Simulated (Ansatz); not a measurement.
# BrH₅SSi₂: one species, many methods

One table from this session's results is given with a row withheld; the runs are named, their logs left out.

Program: Ansatz 0.2.0, Gaussian basis. Level of theory: functionals in def2-TZVPP, the program's frozen cores in correlated methods. These are calculated values, not measurements.

The runs, in order: LDA (SPW92), PBE-D4, revPBE-D4, BLYP-D4, r2SCAN-D4, B97M-V, PBE0-D4, B3LYP-D4, r2SCANh-D4, r2SCAN0-D4, HSE06-D4, BHLYP-D4, CAM-B3LYP-D4, LC-ωPBE, ωB97X-V, ωB97M-V, B2PLYP, PBE-QIDH; CCSD(T)/def2-SVP; CCSD(T)/def2-TZVPP; MP2/def2-QZVPP; extrapolation to the limit; RPA on PBE.

### The relaxed structure

An earlier PBE0-D4 in a triple-zeta def2 set relaxation fixed the geometry.

SMILES `[SiH3][SiH](S)Br`, 9 atoms, charge 0, spin multiplicity 1.

Atoms are counted from 1 here; the program's logs count them from 0.

Bond lengths: Si1–Si2 2.336 Å, Si1–H5 1.485 Å, Si1–H6 1.485 Å, Si1–H7 1.486 Å, Si2–S3 2.128 Å, Si2–Br4 2.235 Å, Si2–H8 1.483 Å, S3–H9 1.344 Å. Angles: Si2–Si1–H5 108.7°, Si2–Si1–H6 108.7°, Si2–Si1–H7 110.1°, H5–Si1–H6 109.8°, H5–Si1–H7 109.7°, H6–Si1–H7 109.7°, Si1–Si2–S3 107.6°, Si1–Si2–Br4 108.0°, Si1–Si2–H8 114.0°, S3–Si2–Br4 112.3°, S3–Si2–H8 109.8°, Br4–Si2–H8 105.3°, Si2–S3–H9 94.9°.

Geometry (Å):

```mol
BrH5SSi2
  3D, bonds by distance, orders not assigned

  9  8  0  0  0  0  0  0  0  0999 V2000
   -0.5324    1.2431   -0.8059 Si  0  0
    0.3445   -0.7279    0.0901 Si  0  0
    0.6018   -0.4247    2.1810 S   0  0
   -1.0874   -2.3849   -0.3571 Br  0  0
   -0.7877    1.0364   -2.2544 H   0  0
   -1.8061    1.5571   -0.1095 H   0  0
    0.4298    2.3608   -0.6202 H   0  0
    1.6308   -1.1463   -0.5178 H   0  0
    1.2949   -1.5599    2.3767 H   0  0
  1  2  8  0
  2  3  8  0
  2  4  8  0
  1  5  8  0
  1  6  8  0
  1  7  8  0
  2  8  8  0
  3  9  8  0
M  END
```

The first run:

Contents of in.yaml:

```yaml
crystal:
  periodic: [false, false, false]
  atoms:
    - {symbol: Si, position_ang: [-0.532369, 1.243102, -0.805920]}
    - {symbol: Si, position_ang: [0.344528, -0.727928, 0.090134]}
    - {symbol: S, position_ang: [0.601809, -0.424651, 2.181010]}
    - {symbol: Br, position_ang: [-1.087356, -2.384918, -0.357140]}
    - {symbol: H, position_ang: [-0.787693, 1.036413, -2.254351]}
    - {symbol: H, position_ang: [-1.806063, 1.557088, -0.109503]}
    - {symbol: H, position_ang: [0.429834, 2.360832, -0.620215]}
    - {symbol: H, position_ang: [1.630795, -1.146303, -0.517796]}
    - {symbol: H, position_ang: [1.294914, -1.559935, 2.376681]}
basis:
  gaussian: {orbitals: def2-TZVPP}
hamiltonian: {xc: lda}
output: {orbitals: {seedname: orbitals}}
```

Run with:

```console
$ ansatz run in.yaml --threads 4 --pin off --events-out ev --progress --plain --max-ram 10444MiB
```

Among the steps run: LDA; PBE-D4 (GGA); revPBE-D4 (GGA); BLYP-D4 (GGA); r2SCAN-D4 (meta-GGA); B97M-V (meta-GGA); B3LYP-D4 (hybrid); r2SCANh-D4 (hybrid); r2SCAN0-D4 (hybrid); HSE06-D4 (hybrid); BHLYP-D4 (hybrid); CAM-B3LYP-D4 (range-separated); LC-ωPBE (range-separated); ωB97X-V (range-separated); ωB97M-V (range-separated); B2PLYP (double hybrid); PBE-QIDH (double hybrid).

One of the session's tables, all rows but one given; the rest of the session is left out.

It belongs to the step «Frontier levels by functional». 

```
  functional  HOMO (eV)  gap (eV)
 LDA (SPW92)      -6.72      4.97
      PBE-D4      -6.59      5.06
   revPBE-D4      -6.55      5.10
     BLYP-D4      -6.41      5.04
   r2SCAN-D4      -6.89      5.61
      B97M-V      -7.00      5.65
     PBE0-D4          ?         ?
    B3LYP-D4      -7.55      6.69
  r2SCANh-D4      -7.34      6.36
  r2SCAN0-D4      -8.01      7.47
    HSE06-D4      -7.41      6.36
    BHLYP-D4      -8.87      9.17
CAM-B3LYP-D4      -9.11      9.51
     LC-ωPBE     -10.52     12.02
     ωB97X-V     -10.15     11.56
     ωB97M-V      -9.98     11.15
```

Q: Estimate the row for PBE0-D4 from the others.

The run gave: HOMO (eV): -7.81; gap (eV): 7.13. In the column «HOMO (eV)» it lies between r2SCAN0-D4 (-8.01) and B3LYP-D4 (-7.55).
